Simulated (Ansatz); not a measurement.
**Ga4Sb3N: the band gap up the ladder of functionals**

An exercise on one series of results from a longer session: the logs are not shown, and one member is left open.

Code: Ansatz 0.2.0. PAW datasets, plane waves. Note: simulated data, non-magnetic, for a generated structure that need not be the stable one.

## The system as given

The cell was relaxed beforehand with r2SCAN.

Space group I-42m (No. 121), tetragonal; a = 5.762 Å, c = 11.168 Å in the conventional setting, 23.18 Å³ an atom. N has 4 Ga at 2.01 Å; Ga has 1 N at 2.01 Å and 3 Sb at 2.62–2.74 Å; Sb has 4 Ga at 2.62 Å; Sb has 4 Ga at 2.74 Å.

The structure in full:

```
CELL_PARAMETERS angstrom
-2.88120 2.88120 5.58402
2.88120 -2.88120 5.58402
2.88120 2.88120 -5.58402
ATOMIC_POSITIONS crystal
N 0.00000 0.00000 0.00000
Ga 0.69523 0.69523 0.60513
Sb 0.25000 0.75000 0.50000
Ga 0.90990 0.30477 0.00000
Sb 0.50000 0.50000 0.00000
Ga 0.09010 0.09010 0.39487
Sb 0.75000 0.25000 0.50000
Ga 0.30477 0.90990 0.00000
```

The first run:

Contents of input.yaml:

```yaml
crystal:
  lattice:
    - [-2.8812024141, 2.8812024141, 5.5840184556]
    - [2.8812024141, -2.8812024141, 5.5840184556]
    - [2.8812024141, 2.8812024141, -5.5840184556]
  atoms:
    - { symbol: "N", position: [0.0, 0.0, 0.0] }
    - { symbol: Ga, position: [0.6952288433, 0.6952288433, 0.6051290488] }
    - { symbol: Sb, position: [0.25, 0.75, 0.5] }
    - { symbol: Ga, position: [0.9099002055, 0.3047711567, 0.0] }
    - { symbol: Sb, position: [0.5, 0.5, 0.0] }
    - { symbol: Ga, position: [0.0900997945, 0.0900997945, 0.3948709512] }
    - { symbol: Sb, position: [0.75, 0.25, 0.5] }
    - { symbol: Ga, position: [0.3047711567, 0.9099002055, 0.0] }
kpoints:
  mp_grid: { grid: [6, 6, 6] }
  band_path:
    path:
      - [[0.0, 0.0, 0.0], [2.298101596481e-17, 4.774559650819e-18, 0.5], [0.25, 0.25, 0.25], [4.934185104338e-17, 0.5, 2.133714187803e-17], [0.0, 0.0, 0.0], [0.5, 0.5, -0.5], [0.3165570184522, 0.6834429815478, -0.3165570184522]]
      - [[-0.3165570184522, 0.3165570184522, 0.3165570184522], [0.0, 0.0, 0.0]]
      - [[2.298101596481e-17, 4.774559650819e-18, 0.5], [-0.1331140369044, 0.1331140369044, 0.5]]
      - [[0.5, 0.5, -0.1331140369044], [0.5, 0.5, -0.5]]
    npoints: 10
hamiltonian:
  xc: pbe
scf:
  occupations: { method: fermi_dirac, width: 0.02 }
  n_extra_bands: 6
output:
  forces: true
  stress: true
  eigenvalues: true
```

The run is started by

```console
ansatz run input.yaml --threads 4 --pin off --max-ram 6451MiB --backend cpu --events-out ev --progress --plain --runs-dir out
```

Steps of the session up to this table: PBE bands along the symmetry lines; Single point with r2SCAN; Single point with HSE06; PBE+SOC at the same geometry.

One of the session's tables, all rows but one given; the rest of the session is left out.

| level | gap (eV) |
| --- | --- |
| PBE | -0.04 |
| r2SCAN | -0.02 |
| HSE06 | 0.32 |
| PBE+SOC | ? |

Q: Estimate the row for PBE+SOC from the others.

As computed: gap (eV): -0.06. In the column «gap (eV)» it is the lowest.

Meshes: PBE 6×6×6, r2SCAN 6×6×6, HSE06 4×4×4, PBE+SOC 6×6×6

In words: PBE finds no gap, while HSE06 opens one of up to 0.32 eV: the level of theory decides whether this is called a metal.

Caveats from the session: Warnings in the runs' records: stress exchange threshold loose, stress scf threshold loose.
